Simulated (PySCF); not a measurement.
# TiHCl: structure of the triplet

The task is one start of a wider search on TiHCl: the triplet, from a bent start. It is relaxed, tested by its Hessian and followed downhill if it is a saddle.

Program: PySCF 2.14.0. Level of theory: PBE0, basis Ti def2-TZVP, H def2-TZVP, Cl def2-TZVP, no relativity, density fitting. These are calculated values, not measurements.

## 1. Where the work starts

3 atoms, charge 0, spin multiplicity 3.

Bond lengths: Ti1–H2 1.680 Å, Ti1–Cl3 2.350 Å. Angles: H2–Ti1–Cl3 110.0°.

```xyz
3
charge 0 multiplicity 3
Ti    0.0000    0.0000    0.0000
H    -1.3762    0.0000    0.9636
Cl    1.9250    0.0000    1.3479
```

## 2. Finding the electronic state

The steps below are one call of a driver around PySCF. For each, scf.py gives the equivalent set-up of the SCF; relaxations use the driver's own optimiser. After this first run the driver tries any further starts and a stability analysis.

The input, scf.py:

```python
from pyscf import gto, scf, dft
mol = gto.M(atom='''
Ti     0.000000     0.000000     0.000000
H     -1.376200     0.000000     0.963600
Cl     1.925000     0.000000     1.347900''',
    basis={'Ti': 'def2-TZVP', 'H': 'def2-TZVP', 'Cl': 'def2-TZVP'},
    charge=0, spin=2)
mf = dft.UKS(mol, xc='PBE0')
mf.grids.atom_grid = (50, 194)
aux = {'Ti': 'def2-universal-JKFIT', 'H': 'def2-universal-JKFIT', 'Cl': 'def2-universal-JKFIT'}
mf = mf.density_fit(auxbasis=aux)
mf.conv_tol = 1e-08
mf.diis_space = 10
mf.max_cycle = 60
mf.init_guess = 'minao'
mf.verbose = 4
mf.kernel()
```

The run is started by

```
OMP_NUM_THREADS=2 python axn.py task.json out
```

What it wrote:

```text
init E= -1309.61835062261
[... the frontier-level lines of each cycle are left out ...]
cycle= 1 E= -1309.83649131134  delta_E= -0.218  |g|= 0.283  |ddm|=  1.3
cycle= 2 E= -1309.37512134565  delta_E= 0.461  |g|=  1.1  |ddm|= 0.877
cycle= 3 E= -1309.89138531799  delta_E= -0.516  |g|= 0.102  |ddm|= 0.568
cycle= 4 E= -1309.89832469642  delta_E= -0.00694  |g|= 0.0521  |ddm|= 0.125
cycle= 5 E= -1309.9013549242  delta_E= -0.00303  |g|= 0.0188  |ddm|= 0.0659
cycle= 6 E= -1309.90366596885  delta_E= -0.00231  |g|= 0.0176  |ddm|= 0.0735
cycle= 7 E= -1309.90611825925  delta_E= -0.00245  |g|= 0.0147  |ddm|= 0.0895
cycle= 8 E= -1309.90887414654  delta_E= -0.00276  |g|= 0.0102  |ddm|= 0.149
cycle= 9 E= -1309.90929055279  delta_E= -0.000416  |g|= 0.00619  |ddm|= 0.0311
cycle= 10 E= -1309.90984196327  delta_E= -0.000551  |g|= 0.00475  |ddm|= 0.0553
cycle= 11 E= -1309.91007421123  delta_E= -0.000232  |g|= 0.00337  |ddm|= 0.0348
cycle= 12 E= -1309.91034747408  delta_E= -0.000273  |g|= 0.00358  |ddm|= 0.0545
cycle= 13 E= -1309.9105121805  delta_E= -0.000165  |g|= 0.00157  |ddm|= 0.0548
cycle= 14 E= -1309.9105388806  delta_E= -2.67e-05  |g|= 0.00143  |ddm|= 0.0256
cycle= 15 E= -1309.91054273952  delta_E= -3.86e-06  |g|= 0.000525  |ddm|= 0.00804
cycle= 16 E= -1309.91054310745  delta_E= -3.68e-07  |g|= 0.000129  |ddm|= 0.00168
cycle= 17 E= -1309.91054317409  delta_E= -6.66e-08  |g|= 7.56e-05  |ddm|= 0.000625
cycle= 18 E= -1309.91054320993  delta_E= -3.58e-08  |g|= 6.41e-05  |ddm|= 0.000494
cycle= 19 E= -1309.91054323646  delta_E= -2.65e-08  |g|= 4.51e-05  |ddm|= 0.000424
cycle= 20 E= -1309.9105432649  delta_E= -2.84e-08  |g|= 3.06e-05  |ddm|= 0.000484
cycle= 21 E= -1309.91054328126  delta_E= -1.64e-08  |g|= 1.73e-05  |ddm|= 0.000514
cycle= 22 E= -1309.91054328424  delta_E= -2.97e-09  |g|= 8.86e-06  |ddm|= 0.00023
Extra cycle  E= -1309.91054328435  delta_E= -1.15e-10  |g|= 8.68e-06  |ddm|= 2.21e-05
converged SCF energy = -1309.91054328435  <S^2> = 2.0123866  2S+1 = 3.0082464
```

This step, with its further starts and checks, needed 11 s of wall time on 2 threads of Arm Neoverse V2, shared host.

The starts that the driver tried:

```csv
start,energy (Eh)
the minimal-basis guess,-1309.910543
a thermally smeared density,-1309.910543
a smeared PBE density,-1309.910543
```

The test of internal stability and the other starts found no lower solution of this spin.

## 3. Relaxation: bent start, triplet

The program finds Cs symmetry in the start, which this walk keeps. The walk stops when the largest gradient is under 0.0003 Eh/bohr and the energy has settled too.

scf.py: that of step 2 with these lines changed.

```diff
@@ -3,3 +3,3 @@
-Ti     0.000000     0.000000     0.000000
-H     -1.376200     0.000000     0.963600
-Cl     1.925000     0.000000     1.347900''',
+Ti    -0.785563     0.000000    -0.573201
+H     -2.161763     0.000000     0.390399
+Cl     1.139437     0.000000     0.774699''',
@@ -15 +14,0 @@
-mf.init_guess = 'minao'
```

Steps of the walk:

```csv
step,energy (Eh),change (kJ/mol),largest symmetric gradient (Eh/bohr)
0,-1309.910543,0.00,0.03102
1,-1309.914407,-10.14,0.01795
2,-1309.916488,-15.61,0.00917
3,-1309.916902,-16.69,0.00343
4,-1309.917191,-17.45,0.00289
5,-1309.917251,-17.61,0.00243
6,-1309.917296,-17.73,0.00137
7,-1309.917311,-17.77,0.00036
8,-1309.917312,-17.77,0.00005
```

The walk took 12 s.

Positions (Å) and forces (eV/Å) along the way:

```
step 0
Ti  -0.786   0.000  -0.573   1.598   0.000   0.741
H   -2.162   0.000   0.390  -0.680   0.000   0.134
Cl   1.139   0.000   0.775  -0.918   0.000  -0.875
step 1
Ti  -0.753   0.000  -0.529   0.924   0.000   0.471
H   -2.197   0.000   0.374  -0.456   0.000   0.031
Cl   1.142   0.000   0.747  -0.468   0.000  -0.502
step 4
Ti  -0.714   0.000  -0.405  -0.053   0.000   0.149
H   -2.329   0.000   0.305   0.085   0.000  -0.082
Cl   1.235   0.000   0.691  -0.031   0.000  -0.067
step 8
Ti  -0.717   0.000  -0.363  -0.005   0.000   0.000
H   -2.352   0.000   0.279   0.002   0.000   0.007
Cl   1.261   0.000   0.676   0.003   0.000  -0.007
```

End point (Cs, 8 steps, 17.8 kJ/mol gained): Ti–Cl 2.233 Å, Ti–H 1.757 Å; Cl–Ti–H 130.9°.

## 4. Frequencies

On the finer grid the gradient is checked again; gradients at displacements of ±0.02 bohr then give force constants and infrared intensities.

scf.py: that of step 3 with these lines changed.

```diff
@@ -3,3 +3,3 @@
-Ti    -0.785563     0.000000    -0.573201
-H     -2.161763     0.000000     0.390399
-Cl     1.139437     0.000000     0.774699''',
+Ti    -0.804207     0.000000    -0.447235
+H     -2.435000     0.000000     0.205595
+Cl     1.168136     0.000000     0.600490''',
@@ -9 +9 @@
-mf.grids.atom_grid = (50, 194)
+mf.grids.atom_grid = (75, 302)
@@ -12 +12 @@
-mf.conv_tol = 1e-08
+mf.conv_tol = 1e-10
```

The driver hands on the density of the step before, so the log starts near convergence.

SCF at the final geometry:

```text
init E= -1309.91738352858
[... the frontier-level lines of each cycle are left out ...]
cycle= 1 E= -1309.91738352841  delta_E= 1.73e-10  |g|= 2.42e-05  |ddm|= 2.93e-05
cycle= 2 E= -1309.91738352773  delta_E= 6.8e-10  |g|= 4.57e-05  |ddm|= 5.16e-05
cycle= 3 E= -1309.9173835287  delta_E= -9.69e-10  |g|= 1.24e-06  |ddm|= 3.43e-05
cycle= 4 E= -1309.91738352871  delta_E= -7.96e-12  |g|= 1.01e-06  |ddm|= 6.3e-06
Extra cycle  E= -1309.91738352872  delta_E= -1.21e-11  |g|= 8.84e-07  |ddm|= 4.68e-06
converged SCF energy = -1309.91738352872  <S^2> = 2.0118805  2S+1 = 3.0079099
```

The whole step took 41 s.

Geometry: Cs; Ti–Cl 2.233 Å, Ti–H 1.757 Å; Cl–Ti–H 130.2°.

Harmonic modes (main isotopes):

| symmetry | ω (cm⁻¹) | IR (km/mol) | μ (u) | type |
| --- | --- | --- | --- | --- |
| a' | 316 | 104 | 1.15 | bend |
| a' | 428 | 150 | 10.97 | mixed |
| a' | 1617 | 385 | 1.03 | stretch |

All wavenumbers are real: a minimum.

Constants and moments:

```yaml
Dipole_moment: 3.43 D
Highest_occupied_level: -6.01 eV
Lowest_empty_level: -2.35 eV
Rotational_constants: 9.813, 0.1602, 0.1576 cm⁻¹
Zero-point_energy: 14.1 kJ/mol
Principal_polarisabilities: 49.8, 53.3, 62.9 bohr³
Atomisation_energy_without_zero-point_energy: 724 kJ/mol
Principal_traceless_quadrupole_moments_about_the_centre_of_mass: -9.87, 3.40, 6.47 D Å
Entropy_at_298.15_K_and_1_bar_electronic_part_spin_only: 272.0 J/(mol K)
Heat_capacity_Cp_at_298.15_K: 46.2 J/(mol K)
Enthalpy_at_298.15_K_above_0_K: 11.72 kJ/mol
Rotational_symmetry_number: 1
Spin_squared_⟨S²⟩: 2.012
```

Charges (e) and bond orders:

| atom | Mulliken | Löwdin | polar tensor | spin (Mulliken) | Mayer order to Ti1 |
| --- | --- | --- | --- | --- | --- |
| Ti1 | 0.66 | 0.19 | 1.13 | 2.12 | – |
| H2 | -0.21 | -0.19 | -0.47 | -0.08 | 0.93 |
| Cl3 | -0.45 | 0.00 | -0.66 | -0.04 | 1.01 |

Mulliken populations on Ti1: s 6.67, p 12.27, d 2.39, f 0.01.

## 5. Summary of results

| quantity | value |
| --- | --- |
| minimum | triplet, Cs |
| geometry | Ti–Cl 2.233 Å, Ti–H 1.757 Å; Cl–Ti–H 130.2° |
| wavenumbers (cm⁻¹) | 316 (a'), 428 (a'), 1617 (a') |
| dipole moment | 3.43 D |
| highest occupied, lowest empty level (either spin) | -6.01, -2.35 eV |
| polar-tensor charge of Ti1 | +1.13 e |
| zero-point energy | 14.1 kJ/mol |
| entropy at 298.15 K | 272.0 J/(mol K) |
| atomisation energy (no zero-point energy) | 724 kJ/mol |
| ⟨S²⟩ | 2.012 |

What this shows: The molecule stays Cs, as typed, and the end point is a minimum. In the infrared the band at 1617 cm⁻¹ (a', stretch) leads. Most of the spin sits on Ti1 (Mulliken spin 2.12, against 2 for the whole molecule). Other starts or spin states, not run here, may lie lower. Open d and f shells are described by one determinant, and the ground state may have another occupation or spin.

The search up to here took 64 s.
